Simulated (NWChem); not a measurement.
# C2F4O (SMILES FC1(F)OC1(F)F) at 5 levels

We compute a comparison of 5 runs (HF/STO-3G, HF/3-21G, B3LYP/3-21G, B3LYP/6-31G*) of C2F4O. 

The results are computed with NWChem 7.3.0.

### Step 1. Starting point

C2F4O has 7 atoms, charge 0, and is taken as a singlet. As SMILES, `FC1(F)OC1(F)F`. The shape is that of a PBE0-D4/def2-TZVP optimisation.

Bond lengths: F1–C2 1.318 Å, C2–F3 1.318 Å, C2–O4 1.391 Å, C2–C5 1.447 Å, O4–C5 1.391 Å, C5–F6 1.318 Å, C5–F7 1.318 Å. Some angles: F1–C2–F3 110.0°, F1–C2–O4 116.2°, F1–C2–C5 122.9°, F3–C2–O4 116.2°, F3–C2–C5 122.9°, O4–C2–C5 58.7°, C2–O4–C5 62.7°, C2–C5–O4 58.7°, C2–C5–F6 122.9°, C2–C5–F7 122.9°.

### Step 2. Energy and forces at HF/STO-3G (run 1)

sp.nw

```
start sp
title "C2F4O gradient"
memory total 2200 mb
geometry units atomic noautosym nocenter noautoz
 F     -0.58222462    -2.21192443     2.56624808
 C     -0.22657816    -1.33641432     0.26210501
 F     -1.15594547    -2.93361084    -1.40727905
 O      2.16298052    -0.37378783    -0.25775864
 C      0.15155604     1.31770603    -0.27457721
 F      0.16988638     3.06570269     1.49911973
 F     -0.40402345     2.34401628    -2.47440739
end
basis spherical bse
 * library STO-3G
end
scf
 thresh 1e-08
 maxiter 80
 print medium
end
task scf gradient
```

Run with:

```sh
$ nwchem sp.nw > sp.out
```

Log:

```text
[...]
  functions       =    35
[...]
  wavefunction    = RHF
[...]
         Total SCF energy =   -540.758251036207
      One-electron energy =  -1438.912377914287
      Two-electron energy =    555.050823957282
 Nuclear repulsion energy =    343.103302920798
        Time for solution =      1.3s
[...]
                         RHF ENERGY GRADIENTS
    atom               coordinates                        gradient
                 x          y          z           x          y          z
   1 F      -0.582225  -2.211924   2.566248    0.009875   0.016145  -0.055920
   2 C      -0.226578  -1.336414   0.262105    0.011431   0.029461  -0.007055
   3 F      -1.155945  -2.933611  -1.407279    0.024029   0.033961   0.041977
   4 O       2.162981  -0.373788  -0.257759   -0.066404   0.010983   0.007601
   5 C       0.151556   1.317706  -0.274577    0.002663  -0.031748   0.005312
   6 F       0.169886   3.065703   1.499120    0.002129  -0.038277  -0.044941
   7 F      -0.404023   2.344016  -2.474407    0.016278  -0.020525   0.053026
[...]
```

Run time: 2.2 s. Hardware: 1 thread of Intel Xeon 6975P-C (Granite Rapids), shared host; peak memory 0.097 GiB.

### Step 3. Energy and forces at HF/3-21G (run 2)

c2f4o.nw

```
start c2f4o
memory total 2200 mb
charge 0
geometry units angstrom noautosym nocenter noautoz
  F     -0.308100    -1.170500     1.358000
  C     -0.119900    -0.707200     0.138700
  F     -0.611700    -1.552400    -0.744700
  O      1.144600    -0.197800    -0.136400
  C      0.080200     0.697300    -0.145300
  F      0.089900     1.622300     0.793300
  F     -0.213800     1.240400    -1.309400
end
basis spherical bse
  F library 3-21G
  C library 3-21G
  O library 3-21G
end
scf
  thresh 1e-08
  maxiter 80
  print medium
end
task scf gradient
```

Run with:

```sh
$ nwchem c2f4o.nw > c2f4o.out
```

Log:

```text
[...]
  functions       =    63
[...]
  wavefunction    = RHF
[...]
         Total SCF energy =   -545.295671802366
      One-electron energy =  -1438.573372529776
      Two-electron energy =    550.174373039684
 Nuclear repulsion energy =    343.103327687726
        Time for solution =      1.6s
[...]
                         RHF ENERGY GRADIENTS
    atom               coordinates                        gradient
                 x          y          z           x          y          z
   1 F      -0.582225  -2.211924   2.566248    0.003059   0.001414  -0.014425
   2 C      -0.226578  -1.336414   0.262105    0.006449  -0.007891   0.000458
   3 F      -1.155945  -2.933611  -1.407279    0.006840   0.006180   0.011659
   4 O       2.162980  -0.373788  -0.257759   -0.032014   0.005297   0.003668
   5 C       0.151556   1.317706  -0.274577    0.008323   0.005482  -0.002256
   6 F       0.169886   3.065702   1.499120    0.001785  -0.007598  -0.012619
   7 F      -0.404023   2.344016  -2.474407    0.005557  -0.002884   0.013514
[...]
```

It took 2.5 s on 1 thread of Intel Xeon 6975P-C (Granite Rapids), shared host; peak memory 0.094 GiB.

### Step 4. Energy and forces at B3LYP/3-21G (run 3)

mymol.xyz

```xyz
7

F     -0.308100    -1.170500     1.358000
C     -0.119900    -0.707200     0.138700
F     -0.611700    -1.552400    -0.744700
O      1.144600    -0.197800    -0.136400
C      0.080200     0.697300    -0.145300
F      0.089900     1.622300     0.793300
F     -0.213800     1.240400    -1.309400
```

mymol.nw

```
start mymol
memory total 2200 mb

geometry units angstroms noautosym nocenter noautoz
  load format xyz mymol.xyz
end

basis spherical bse
  * library 3-21G
end

dft
  xc b3lyp
  mult 1
  grid xfine
  convergence energy 1e-08
  iterations 100
  mulliken
  print low
end

task dft gradient
```

Run with:

```sh
$ nwchem mymol.nw > mymol.out
```

Log:

```text
[...]
 d= 0,ls=0.0,diis     1   -547.4022018510 -8.91D+02  5.19D-02  2.69D+00     1.1
[...]
 d= 0,ls=0.0,diis     8   -547.7150836395 -3.89D-10  4.53D-07  9.06D-10     7.0
         Total DFT energy =     -547.715083639546
      One electron energy =    -1440.189441722428
           Coulomb energy =      610.575043491776
    Exchange-Corr. energy =      -61.204013096620
 Nuclear repulsion energy =      343.103327687726
[...]
      Total Density - Mulliken Population Analysis
     ---------------------------------------------
    Atom       Charge   Shell Charges
 -----------   ------   -------------------------------------------------------
    1 F    9     9.25   1.98  0.45  2.50  1.56  2.75
    2 C    6     5.27   1.98  0.43  1.63  0.56  0.66
    3 F    9     9.25   1.98  0.45  2.50  1.56  2.75
    4 O    8     8.47   1.99  0.43  2.11  1.58  2.36
    5 C    6     5.27   1.98  0.43  1.63  0.56  0.66
    6 F    9     9.25   1.98  0.45  2.50  1.56  2.75
    7 F    9     9.25   1.98  0.45  2.50  1.56  2.75
[...]
                         DFT ENERGY GRADIENTS
    atom               coordinates                        gradient
                 x          y          z           x          y          z
   1 F      -0.582225  -2.211924   2.566248    0.006218   0.011737  -0.037116
   2 C      -0.226578  -1.336414   0.262105    0.019165  -0.011573  -0.000706
   3 F      -1.155945  -2.933611  -1.407279    0.015578   0.023520   0.027605
   4 O       2.162980  -0.373788  -0.257759   -0.073430   0.012157   0.008401
   5 C       0.151556   1.317706  -0.274577    0.021482   0.004874  -0.004040
   6 F       0.169886   3.065702   1.499120    0.000817  -0.026224  -0.029455
   7 F      -0.404023   2.344016  -2.474407    0.010170  -0.014491   0.035311
 Task  times  cpu:        8.4s     wall:        8.4s
 Total times  cpu:        8.5s     wall:        8.5s
```

Run time: 9.3 s. Hardware: 1 thread of Intel Xeon 6975P-C (Granite Rapids), shared host; peak memory 0.13 GiB.

Run 4 isn't shown in full; the table further down has it.

### Step 5. Energy and forces at B3LYP/6-31G(d) (Cartesian functions) (run 5)

test.nw

```
echo
start test
title "C2F4O B3LYP"
memory 2200 mb

geometry units angstrom noautosym nocenter noautoz
  F       -0.308100      -1.170500       1.358000
  C       -0.119900      -0.707200       0.138700
  F       -0.611700      -1.552400      -0.744700
  O        1.144600      -0.197800      -0.136400
  C        0.080200       0.697300      -0.145300
  F        0.089900       1.622300       0.793300
  F       -0.213800       1.240400      -1.309400
end

basis
  * library 6-31G*
end

dft
  xc b3lyp
  grid fine
  convergence energy 1e-08
  iterations 100
  mulliken
  print medium
end

task dft gradient
```

Run with:

```sh
$ nwchem test.nw > test.out
```

Log:

```text
[...]
          Wavefunction type:  closed shell.
          No. of atoms     :     7
          No. of electrons :    56
[...]
          Charge           :     0
          Spin multiplicity:     1
[...]
          AO basis - number of functions:   105
[...]
              XC Information
              --------------
                         B3LYP Method XC Potential
                     Hartree-Fock (Exact) Exchange  0.200
                        Slater Exchange Functional  0.800 local
                    Becke 1988 Exchange Functional  0.720 non-local
              Lee-Yang-Parr Correlation Functional  0.810
                  VWN I RPA Correlation Functional  0.190 local
[...]
 d= 0,ls=0.0,diis     1   -550.4669091542 -8.94D+02  2.20D-02  2.65D+00     1.5
[...]
 d= 0,ls=0.0,diis     9   -550.7377168648 -4.75D-09  5.38D-07  8.22D-09    11.4
         Total DFT energy =     -550.737716864819
      One electron energy =    -1444.556702195501
           Coulomb energy =      612.073791326903
    Exchange-Corr. energy =      -61.358133683947
 Nuclear repulsion energy =      343.103327687726
[...]
      Total Density - Mulliken Population Analysis
     ---------------------------------------------
    Atom       Charge   Shell Charges
 -----------   ------   -------------------------------------------------------
    1 F    9     9.22   1.99  0.95  3.32  0.95  1.94  0.06
    2 C    6     5.35   1.99  0.70  1.93  0.22  0.38  0.12
    3 F    9     9.22   1.99  0.95  3.32  0.95  1.94  0.06
    4 O    8     8.42   1.99  0.92  2.88  1.03  1.59  0.02
    5 C    6     5.35   1.99  0.70  1.93  0.22  0.38  0.12
    6 F    9     9.22   1.99  0.95  3.32  0.95  1.94  0.06
    7 F    9     9.22   1.99  0.95  3.32  0.95  1.94  0.06
[...]
  wavefunction    = closed shell
                         DFT ENERGY GRADIENTS
    atom               coordinates                        gradient
                 x          y          z           x          y          z
   1 F      -0.582225  -2.211924   2.566248    0.002140   0.004111  -0.013395
   2 C      -0.226578  -1.336414   0.262105    0.002576  -0.003846   0.000293
   3 F      -1.155945  -2.933611  -1.407279    0.005536   0.008392   0.010049
   4 O       2.162980  -0.373788  -0.257759   -0.017617   0.002916   0.002021
   5 C       0.151556   1.317706  -0.274577    0.003512   0.002867  -0.001075
   6 F       0.169886   3.065702   1.499120    0.000232  -0.009340  -0.010686
   7 F      -0.404023   2.344016  -2.474407    0.003620  -0.005099   0.012793
[...]
```

Wall time 15 s (1 thread of Intel Xeon 6975P-C (Granite Rapids), shared host); peak memory 0.12 GiB.

### Step 6. All runs side by side

| run | level | iteration cap | module | energy (Eh) | dipole moment (D) | HOMO energy (eV) | LUMO energy (eV) | wall time |
| --- | --- | --- | --- | --- | --- | --- | --- | --- |
| 1 | HF/STO-3G | 80 | scf | -540.758251 | 0.79 | -9.77 | 11.70 | 2.2 s |
| 2 | HF/3-21G | 80 | scf | -545.295672 | 1.09 | -14.03 | 7.75 | 2.5 s |
| 3 | B3LYP/3-21G | 100 | dft | -547.715084 | – | – | – | 9.3 s |
| 4 | B3LYP/6-31G* (spherical functions) | 100 | dft | -550.732010 | – | – | – | 14 s |
| 5 | B3LYP/6-31G* (Cartesian functions) | 100 | dft | -550.737717 | 0.71 | -9.16 | 2.87 | 15 s |

### Step 7. What came out

| quantity | value |
| --- | --- |
| run 5: total energy | -550.73772 Eh |
| run 5: dipole moment | 0.71 D |
| run 5: HOMO energy | -9.16 eV |
| run 5: LUMO energy | 2.87 eV |
| run 5: HOMO–LUMO gap | 12.03 eV |
| run 5: largest force on an atom | 0.924 eV/Å |

Over runs 1, 2, 5 the dipole moment (its size) runs from 0.71 D (B3LYP/6-31G*) to 1.09 D (HF/3-21G). The two ends differ in method and basis. Over runs 1, 2, 5 the HOMO–LUMO gap runs from 12.03 eV (B3LYP/6-31G*) to 21.78 eV (HF/3-21G). In run 1 the basis is minimal, so the values are rough. All runs together took 43 s, the longest 15 s.
